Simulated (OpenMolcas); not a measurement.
# doublet [BClF2]+: levels of theory compared

Wanted: a comparison of 5 runs (ROMP2/ANO-RCC-MB, ROMP2/ANO-RCC-VDZ, ROMP2/ANO-RCC-VDZP, ROMP2/ANO-RCC-VTZP, ROMP2/ANO-RCC-VQZP) of doublet [BClF2]+. 

The results are computed with OpenMolcas 26.06.

### 1 Starting point

The species is [BClF2]+ (4 atoms), meant as a doublet with charge +1. SMILES of the parent species: `FB(F)Cl`. The coordinates come from a PBE0-D4/def2-TZVP relaxation. That shape belongs to the parent species and isn't relaxed for this state.

Bond lengths: F1–B2 1.310 Å, B2–F3 1.310 Å, B2–Cl4 1.740 Å. Angles: F1–B2–F3 119.0°, F1–B2–Cl4 120.5°, F3–B2–Cl4 120.5°.

### 2 The energy at ROMP2/ANO-RCC-MB (DKH2) (run 1)

Contents of mol.xyz:

```xyz
4

F     -0.173700    -1.254300    -0.546300
B     -0.067100    -0.041300    -0.062000
F     -1.011600     0.830100    -0.317700
Cl     1.307900     0.405300     0.905700
```

Contents of job.input:

```
&GATEWAY
Coord=mol.xyz
Basis=ANO-RCC-MB
Group=NoSym
&SEWARD
&SCF
UHF
Charge=1
Spin=2
PrOrbitals=1 1
&RASSCF
FileOrb=$Project.UnaOrb
Spin=2
Nactel=1 0 0
Inactive=19
Ras2=1
OutOrbitals=Canonical
OrbListing=Nothing
&CASPT2
IPEA=0.0
Frozen=8
```

Started as:

```
$ export MOLCAS_MEM=1860
$ pymolcas job.input > job.log
```

Standard output:

```text
--- Start Module: gateway ---
[...]
--- Stop Module: gateway /rc=_RC_ALL_IS_WELL_ ---
[...]
      Basis functions           24
[...]
       Convergence after  14 Iterations
[...]
::    Total SCF energy                               -684.1326106836
[...]
      Total spin, S                                     0.5005744226
[...]
--- Start Module: rasscf ---
[...]
      Number of active orbitals                  1
[...]
      Spin quantum number                      0.5
[...]
      Active orbitals                            1
[...]
      Number of CSFs                             1
[...]
      Number of root(s) required                 1
[...]
      Convergence after  5 iterations
[...]
      printout of CI-coefficients larger than  0.05 for root  1
      energy=    -684.132230
      conf/sym  1     Coeff  Weight
             1  u   1.00000 1.00000
      Natural orbitals and occupation numbers for root  1
      sym 1:   1.000000
      ************************************************************************************************************************
      *                                                    Final results                                                     *
[...]
::    RASSCF root number  1 Total energy:   -684.13223004
[...]
      Total electronic charge=   39.000000
      Total            charge=    1.000000
[...]
      Dipole Moment (debye):
      Origin of the operator (angstrom)=    0.2677    0.0674    0.1736
                   X=  3.1876E+00               Y=  1.0360E+00               Z=  2.2441E+00           Total=  4.0336E+00
      Center of Charge (angstrom)
[...]
--- Stop Module: rasscf /rc=_RC_ALL_IS_WELL_ ---
--- Start Module: caspt2 ---
[...]
 ###    WARNING: User changed nr of frozen orbitals.                         ###
 ###############################################################################
[...]
      E2 (Variational):          -0.0824075302
      Total energy:            -684.2146375705
[...]
      Reference weight:           0.96229
[...]
::    CASPT2 Root  1     Total energy:   -684.21463757
[...]
--- Stop Module: caspt2 /rc=_RC_ALL_IS_WELL_ ---
[...]
```

It took 3.6 s on 1 thread of Arm Neoverse V1, shared host; peak memory 0.38 GiB.

### 3 A single-point energy at ROMP2/ANO-RCC-VDZ (DKH2) (run 2)

mol.xyz is that of step 2.

Contents of job.input:

```
* BClF2 ROMP2
&GATEWAY
COORD
mol.xyz
BASIS
ANO-RCC-VDZ
GROUP
NoSym
&SEWARD
&SCF
UHF
CHARGE
1
SPIN
2
PRORBITALS
1 1
&RASSCF
FILEORB
$Project.UnaOrb
SPIN
2
NACTEL
1 0 0
INACTIVE
19
RAS2
1
OUTORBITALS
Canonical
ORBLISTING
Nothing
&CASPT2
IPEA
0.0
FROZEN
8
```

Started as:

```
$ export MOLCAS_MEM=1860
$ pymolcas job.input > job.log
```

Standard output:

```text
--- Start Module: gateway ---
[...]
--- Stop Module: gateway /rc=_RC_ALL_IS_WELL_ ---
[...]
      Basis functions           40
[...]
       Convergence after  16 Iterations
[...]
::    Total SCF energy                               -684.3539820031
[...]
      Total spin, S                                     0.5011207635
[...]
--- Start Module: rasscf ---
[...]
      Number of active orbitals                  1
[...]
      Spin quantum number                      0.5
[...]
      Active orbitals                            1
[...]
      Number of CSFs                             1
[...]
      Number of root(s) required                 1
[...]
      Convergence after  6 iterations
[...]
      printout of CI-coefficients larger than  0.05 for root  1
      energy=    -684.353200
      conf/sym  1     Coeff  Weight
             1  u   1.00000 1.00000
      Natural orbitals and occupation numbers for root  1
      sym 1:   1.000000
      ************************************************************************************************************************
      *                                                    Final results                                                     *
[...]
::    RASSCF root number  1 Total energy:   -684.35320027
[...]
      Total electronic charge=   39.000000
      Total            charge=    1.000000
[...]
      Dipole Moment (debye):
      Origin of the operator (angstrom)=    0.2677    0.0674    0.1736
                   X=  3.7547E+00               Y=  1.2206E+00               Z=  2.6434E+00           Total=  4.7514E+00
      Center of Charge (angstrom)
[...]
--- Stop Module: rasscf /rc=_RC_ALL_IS_WELL_ ---
--- Start Module: caspt2 ---
[...]
 ###    WARNING: User changed nr of frozen orbitals.                         ###
 ###############################################################################
[...]
      E2 (Variational):          -0.3123423587
      Total energy:            -684.6655426265
[...]
      Reference weight:           0.90636
[...]
::    CASPT2 Root  1     Total energy:   -684.66554263
[...]
--- Stop Module: caspt2 /rc=_RC_ALL_IS_WELL_ ---
[...]
```

Wall time 4.2 s (1 thread of Arm Neoverse V1, shared host); peak memory 0.38 GiB.

Runs 3 to 4 aren't shown in full; the table further down has their settings and results.

### 4 The energy at ROMP2/ANO-RCC-VQZP (DKH2, RICD fitting) (run 5)

mol.xyz is that of step 3.

Contents of job.input:

```
>>> EXPORT MOLCAS_PRINT=2

&GATEWAY
  Coord = mol.xyz
  Basis = ANO-RCC-VQZP
  Group = NoSym
  RICD

&SEWARD

&SCF
  UHF
  Charge = 1
  Spin = 2
  PrOrbitals = 1 1

&RASSCF
  FileOrb = $Project.UnaOrb
  Spin = 2
  Nactel = 1 0 0
  Inactive = 19
  Ras2 = 1
  OutOrbitals = Canonical
  OrbListing = Nothing

&CASPT2
  IPEA = 0.0
  Frozen = 8
```

Started as:

```
$ export MOLCAS_MEM=1860
$ pymolcas job.input > job.log
```

Standard output:

```text
--- Start Module: gateway ---
[...]
--- Stop Module: gateway /rc=_RC_ALL_IS_WELL_ ---
[...]
      Basis functions          224
[...]
       Convergence after  17 Iterations
[...]
::    Total SCF energy                               -684.5214499289
[...]
      Total spin, S                                     0.5056717847
[...]
--- Start Module: rasscf ---
[...]
      Number of active orbitals                  1
[...]
      Spin quantum number                      0.5
[...]
      Active orbitals                            1
[...]
      Number of CSFs                             1
[...]
      Number of root(s) required                 1
[...]
      Convergence after  7 iterations
[...]
      printout of CI-coefficients larger than  0.05 for root  1
      energy=    -684.515259
      conf/sym  1     Coeff  Weight
             1  u   1.00000 1.00000
      Natural orbitals and occupation numbers for root  1
      sym 1:   1.000000
      ************************************************************************************************************************
      *                                                    Final results                                                     *
[...]
::    RASSCF root number  1 Total energy:   -684.51525861
[...]
      Total electronic charge=   39.000000
      Total            charge=    1.000000
[...]
      Dipole Moment (debye):
      Origin of the operator (angstrom)=    0.2677    0.0674    0.1736
                   X=  3.7397E+00               Y=  1.2156E+00               Z=  2.6328E+00           Total=  4.7323E+00
      Center of Charge (angstrom)
[...]
--- Stop Module: rasscf /rc=_RC_ALL_IS_WELL_ ---
[...]
--- Start Module: caspt2 ---
[...]
 ###    WARNING: User changed nr of frozen orbitals.                         ###
 ###############################################################################
[...]
      E2 (Variational):          -0.8189712914
      Total energy:            -685.3342299052
[...]
      Reference weight:           0.84377
[...]
::    CASPT2 Root  1     Total energy:   -685.33422991
[...]
--- Stop Module: caspt2 /rc=_RC_ALL_IS_WELL_ ---
[...]
```

Wall time 3.3 min (1 thread of Arm Neoverse V1, shared host); peak memory 1.4 GiB.

### 5 Overview of the runs

```
run                                    level  integral approximation  energy (Eh)  wall time
  1                  ROMP2/ANO-RCC-MB (DKH2)                    none  -684.214638      3.6 s
  2                 ROMP2/ANO-RCC-VDZ (DKH2)                    none  -684.665543      4.2 s
  3                ROMP2/ANO-RCC-VDZP (DKH2)                    none  -685.059105      8.1 s
  4                ROMP2/ANO-RCC-VTZP (DKH2)                    none  -685.263882       51 s
  5  ROMP2/ANO-RCC-VQZP (DKH2, RICD fitting)                    RICD  -685.334230    3.3 min
```

### 6 Summary of results

```
           quantity          value
run 5: total energy  -685.33423 Eh
```

What this shows: In run 1 the basis is minimal, so the values are rough. All runs together took 4.4 min, the longest 3.3 min.
